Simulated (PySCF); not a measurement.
# C6H7F: the cost of one run

Programs: PySCF 2.14.0, with routines of our own; each step states its level. All values are computed. Atoms count from 0.

## 1. The system as given

14 atoms, charge 0, multiplicity 1; geometry from: GFN2-xTB.

## 2. Magnetic properties: GIAO PBE0/pcSseg-1

What the job is given:

```
{"job": {"kind": "mag", "xc": "PBE0", "basis": "pcSseg-1", "isotopologues": 2}, "charge": 0, "multiplicity": 1}
C      0.327455    -2.412541     0.158350
C      0.880462    -1.219699     0.058636
C      0.495862    -0.037216     0.905108
C     -0.082870     1.015260     0.050710
C     -0.001145     2.043469    -0.731054
F      0.710961     2.991537    -1.318147
C     -1.380465     1.505311    -0.592341
H      0.627481    -3.232909    -0.470847
H     -0.445746    -2.623476     0.878971
H      1.650632    -1.025085    -0.675370
H      1.385629     0.356880     1.405374
H     -0.235081    -0.339907     1.657383
H     -1.825061     0.943996    -1.407584
H     -2.108791     2.033907     0.013841
```

With the program's defaults for keys left out, this is: GIAO PBE0/pcSseg-1 magnetisability, rotational g tensor and spin-rotation constants, non-relativistic, gas phase.

The run is started by

```bash
$ OMP_NUM_THREADS=1 python excited_run.py task.json out
```

The driver reads the jobs from task.json and runs them one after another.

Q: Estimate the wall time and peak memory of this first job on 1 thread of Arm Neoverse V2, shared host.

About 14 s, with a peak of 0.8 GiB.
